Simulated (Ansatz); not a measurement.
**C₂H₃F₂NSi: basis-set convergence**

One table from this session's results is given with a row withheld; the runs are named, their logs left out.

The runs use Ansatz 0.2.0, Gaussian basis; one geometry, several basis sets.

The runs, in order: PBE0-D4/def2-SVP; ωB97M-V/def2-SVP; PBE0-D4/def2-QZVPP; ωB97M-V/def2-QZVPP; the functionals' def2-TZVPP values are taken from earlier runs.

### Structure used throughout

The geometry comes from an earlier relaxation with PBE0-D4 in a triple-zeta def2 set; it is a stationary point, not always the lowest conformer.

SMILES `N=C1C(F)[SiH]1F`, 9 atoms, charge 0, spin multiplicity 1.

Atoms are counted from 1 here; the program's logs count them from 0.

Bond lengths: N1–C2 1.259 Å, N1–H7 1.025 Å, C2–C3 1.497 Å, C2–Si5 1.845 Å, C3–F4 1.362 Å, C3–Si5 1.879 Å, C3–H8 1.100 Å, Si5–F6 1.589 Å, Si5–H9 1.475 Å. Angles: C2–N1–H7 111.0°, N1–C2–C3 139.1°, N1–C2–Si5 142.7°, C3–C2–Si5 67.5°, C2–C3–F4 122.7°, C2–C3–Si5 65.1°, C2–C3–H8 108.8°, F4–C3–Si5 135.0°, F4–C3–H8 111.2°, Si5–C3–H8 105.4°, C2–Si5–C3 47.4°, C2–Si5–F6 128.3°, C2–Si5–H9 117.3°, C3–Si5–F6 118.0°, C3–Si5–H9 123.7°, F6–Si5–H9 109.7°.

The first run:

Contents of in.yaml:

```yaml
crystal:
  periodic: [false, false, false]
  atoms:
    - {symbol: N, position_ang: [-1.763690, -0.505119, 0.788251]}
    - {symbol: C, position_ang: [-0.559592, -0.249310, 0.526447]}
    - {symbol: C, position_ang: [0.483129, -0.623515, -0.480501]}
    - {symbol: F, position_ang: [0.176652, -1.195309, -1.677722]}
    - {symbol: Si, position_ang: [0.599190, 1.139019, 0.159533]}
    - {symbol: F, position_ang: [1.911889, 1.561210, 0.949136]}
    - {symbol: H, position_ang: [-2.095874, -1.306867, 0.241985]}
    - {symbol: H, position_ang: [1.287345, -1.173730, 0.029520]}
    - {symbol: H, position_ang: [0.049351, 2.307319, -0.553849]}
basis:
  gaussian: {orbitals: def2-SVP}
hamiltonian: {xc: pbe0, dispersion: d4}
output: {orbitals: {seedname: orbitals}}
```

On the command line:

```console
$ ansatz run in.yaml --threads 4 --pin off --events-out ev --progress --plain --max-ram 10444MiB
```

Steps of the session up to this table: PBE0-D4 in def2-SVP; ωB97M-V in def2-SVP; PBE0-D4 in def2-QZVPP; ωB97M-V in def2-QZVPP.

One table of the session follows, with a row left open; its other results are not shown here.

| functional | basis | HOMO (eV) |
| --- | --- | --- |
| PBE0-D4 | def2-SVP | ? |
| PBE0-D4 | def2-TZVPP | -7.32 |
| PBE0-D4 | def2-QZVPP | -7.36 |
| ωB97M-V | def2-SVP | -9.32 |
| ωB97M-V | def2-TZVPP | -9.55 |
| ωB97M-V | def2-QZVPP | -9.59 |

**Question.** Estimate the row for PBE0-D4, def2-SVP.

**Answer.** HOMO (eV): -7.13. In the column «HOMO (eV)» it is the highest.
